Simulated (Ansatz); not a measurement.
**BrH₃O₃Zr: up Jacob's ladder to CCSD(T)**

The task here is to estimate one member of a computed series from the others.

Program: Ansatz 0.2.0, Gaussian basis. Level of theory: functionals in def2-TZVPP, the program's frozen cores in correlated methods. These are calculated values, not measurements.

The runs, in order: LDA (SPW92), PBE-D4, revPBE-D4, BLYP-D4, r2SCAN-D4, B97M-V, PBE0-D4, B3LYP-D4, r2SCANh-D4, r2SCAN0-D4, HSE06-D4, BHLYP-D4, CAM-B3LYP-D4, LC-ωPBE, ωB97X-V, ωB97M-V, B2PLYP, PBE-QIDH; CCSD(T)/def2-SVP; CCSD(T)/def2-TZVPP; MP2/def2-QZVPP; extrapolation to the limit; RPA on PBE.

## The geometry

An earlier PBE0-D4 in a triple-zeta def2 set relaxation fixed the geometry. Zr takes the def2 core potential; no spin-orbit term is included.

SMILES `[OH][Zr]([OH])([OH])[Br]`, 8 atoms, charge 0, spin multiplicity 1.

Atoms are counted from 1 here; the program's logs count them from 0.

Bond lengths: O1–Zr2 1.910 Å, O1–H6 0.952 Å, Zr2–O3 1.910 Å, Zr2–O4 1.910 Å, Zr2–Br5 2.543 Å, O3–H7 0.952 Å, O4–H8 0.952 Å. Angles: Zr2–O1–H6 164.3°, O1–Zr2–O3 109.9°, O1–Zr2–O4 109.9°, O1–Zr2–Br5 109.0°, O3–Zr2–O4 109.9°, O3–Zr2–Br5 109.0°, O4–Zr2–Br5 109.0°, Zr2–O3–H7 164.3°, Zr2–O4–H8 164.3°.

As a file:

```xyz
8
BrH3O3Zr
O    -0.7931    1.6168   -0.3533
Zr   -0.0616   -0.0265    0.2899
O    -0.8399   -1.4976   -0.6477
O     1.8340   -0.0327    0.0536
Br   -0.5873   -0.2527    2.7672
H    -1.3088    2.2741   -0.8108
H    -0.9778   -2.2903   -1.1574
H     2.7345    0.2089   -0.1414
```

Set-up of the first run:

File in.yaml:

```yaml
crystal:
  periodic: [false, false, false]
  atoms:
    - {symbol: O, position_ang: [-0.793109, 1.616789, -0.353342]}
    - {symbol: Zr, position_ang: [-0.061566, -0.026463, 0.289868]}
    - {symbol: O, position_ang: [-0.839938, -1.497607, -0.647701]}
    - {symbol: O, position_ang: [1.834034, -0.032672, 0.053609]}
    - {symbol: Br, position_ang: [-0.587310, -0.252680, 2.767203]}
    - {symbol: H, position_ang: [-1.308784, 2.274059, -0.810838]}
    - {symbol: H, position_ang: [-0.977827, -2.290339, -1.157403]}
    - {symbol: H, position_ang: [2.734501, 0.208902, -0.141398]}
basis:
  gaussian: {orbitals: def2-TZVPP}
hamiltonian: {xc: lda}
output: {orbitals: {seedname: orbitals}}
```

The run is started by

```bash
$ ansatz run in.yaml --threads 4 --pin off --events-out ev --progress --plain --max-ram 10444MiB
```

Steps of the session up to this table: LDA; PBE-D4 (GGA); revPBE-D4 (GGA); BLYP-D4 (GGA); r2SCAN-D4 (meta-GGA); B97M-V (meta-GGA); PBE0-D4 (hybrid); B3LYP-D4 (hybrid); r2SCANh-D4 (hybrid); r2SCAN0-D4 (hybrid); HSE06-D4 (hybrid); BHLYP-D4 (hybrid); CAM-B3LYP-D4 (range-separated); LC-ωPBE (range-separated); ωB97X-V (range-separated); ωB97M-V (range-separated); B2PLYP (double hybrid); PBE-QIDH (double hybrid).

One table of the session follows, with a row left open; its other results are not shown here.

It belongs to the step «Frontier levels by functional». 

```
  functional  HOMO (eV)  gap (eV)
 LDA (SPW92)      -6.85      5.44
      PBE-D4      -6.68      5.49
   revPBE-D4      -6.61      5.51
     BLYP-D4      -6.51      5.43
   r2SCAN-D4      -7.02      6.03
      B97M-V      -7.06      6.13
     PBE0-D4      -7.98      7.66
    B3LYP-D4      -7.71      7.11
  r2SCANh-D4      -7.50      6.83
  r2SCAN0-D4      -8.21      8.03
    HSE06-D4      -7.58      6.89
    BHLYP-D4      -9.11      9.23
CAM-B3LYP-D4          ?         ?
     LC-ωPBE     -10.66     11.89
     ωB97X-V     -10.31     11.44
     ωB97M-V     -10.18     10.74
```

Q: Estimate the row for CAM-B3LYP-D4 from the others.

**Answer.** HOMO (eV): -9.28; gap (eV): 9.53. In the column «HOMO (eV)» it lies between ωB97M-V (-10.18) and BHLYP-D4 (-9.11).
